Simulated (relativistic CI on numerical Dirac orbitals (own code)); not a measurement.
# La³⁹⁺: one ion under different settings

Aim: see what numerical and physical settings do to the SCF, the total energy and the lowest levels of La³⁹⁺.

Program: relativistic CI on numerical Dirac orbitals (own code) version 3. Level of theory: Dirac-Coulomb-Breit CI, KLI orbitals optimised for each configuration, model QED (radiative potential, 1s self-energy scaled to tabulated hydrogen-like ionisation energies), numerical settings as typed. These are calculated values, not measurements, unless marked.

## (1) The atom as given

| Item | Value |
| --- | --- |
| ion | La³⁹⁺ (La XL) |
| nuclear charge | 57 |
| electrons | 18 |
| isotope | A = 139 |

## (2) Usual settings

The run's settings:

```ini
atom La  Z=57  charge=39  electrons=18
nucleus A=139  rms_radius_fm=4.8550
hamiltonian dirac-coulomb  breit=on  qed=on  c_scale=1
orbitals kli  potential=per-configuration
slater_scale 1
correlation none
mixing on
grid step=0.0125 r_max=3.1
scf mixing=0.4 start=green max_iterations=150 tolerance=2e-08 node_fill=0.05
configurations
  [Ne] 3s2 3p6
end
```

Run with:

```sh
> python run_levels.py task.json out
```

The settings of every run stand in task.json; they run in order.

## (3) Node fill 0.2, nuclear radius 5.3405

The run's settings:

```ini
atom La  Z=57  charge=39  electrons=18
nucleus A=139  rms_radius_fm=5.3405
hamiltonian dirac-coulomb  breit=on  qed=on  c_scale=1
orbitals kli  potential=per-configuration
slater_scale 1
correlation none
mixing on
grid step=0.0125 r_max=3.1
scf mixing=0.4 start=green max_iterations=150 tolerance=2e-08 node_fill=0.2
configurations
  [Ne] 3s2 3p6
end
```

## (4) Grid step 0.02

The run's settings:

```ini
atom La  Z=57  charge=39  electrons=18
nucleus A=139  rms_radius_fm=4.8550
hamiltonian dirac-coulomb  breit=on  qed=on  c_scale=1
orbitals kli  potential=per-configuration
slater_scale 1
correlation none
mixing on
grid step=0.02 r_max=3.1
scf mixing=0.4 start=green max_iterations=150 tolerance=2e-08 node_fill=0.05
configurations
  [Ne] 3s2 3p6
end
```

## (5) Node fill 0.5

Changes to the settings of step 4:

```diff
@@ -7,4 +7,4 @@
 mixing on
-grid step=0.02 r_max=3.1
-scf mixing=0.4 start=green max_iterations=150 tolerance=2e-08 node_fill=0.05
+grid step=0.0125 r_max=3.1
+scf mixing=0.4 start=green max_iterations=150 tolerance=2e-08 node_fill=0.5
 configurations
```

## (6) Breit term off

The run's settings:

```ini
atom La  Z=57  charge=39  electrons=18
nucleus A=139  rms_radius_fm=4.8550
hamiltonian dirac-coulomb  breit=off  qed=on  c_scale=1
orbitals kli  potential=per-configuration
slater_scale 1
correlation none
mixing on
grid step=0.0125 r_max=3.1
scf mixing=0.4 start=green max_iterations=150 tolerance=2e-08 node_fill=0.05
configurations
  [Ne] 3s2 3p6
end
```

## (7) Slater scale 2

The run's settings:

```ini
atom La  Z=57  charge=39  electrons=18
nucleus A=139  rms_radius_fm=4.8550
hamiltonian dirac-coulomb  breit=on  qed=on  c_scale=1
orbitals kli  potential=per-configuration
slater_scale 2
correlation none
mixing on
grid step=0.0125 r_max=3.1
scf mixing=0.4 start=green max_iterations=71 tolerance=2e-08 node_fill=0.05
configurations
  [Ne] 3s2 3p6
end
```

(Steps that only read results are left out.)

Before running it: what results should come out? Wanted: lowest level, usual settings; total energy.

The runs gave:

| setting | total energy less usual (Ha) | largest shift of a level among the lowest eight of both runs, same label and place (cm⁻¹) | SCF iterations | time | lowest level | kind of change |
| --- | --- | --- | --- | --- | --- | --- |
| usual | 0 | 0 | 9 | 0.048 s | 3p6 1S0 | - |
| node fill 0.2, nuclear radius 5.3405 | 0.0602 | - | 9 | 0.049 s | 3p6 1S0 | unphysical constant |
| grid step 0.02 | 0.000124 | - | 9 | 0.029 s | 3p6 1S0 | numerical |
| node fill 0.5 | -0.0137 | - | 9 | 0.048 s | 3p6 1S0 | numerical |
| Breit term off | -6.35 | - | 9 | 0.047 s | 3p6 1S0 | model term |
| Slater scale 2 | 0 | - | 9 | 0.047 s | 3p6 1S0 | extreme, harmless here |

| quantity | value |
| --- | --- |
| lowest level, usual settings | 3p6 1S0 |
| total energy | -7230.3078 Ha |

**Reading.** No visible change in the result comes from «Slater scale 2». Only the listed configurations are in the model.
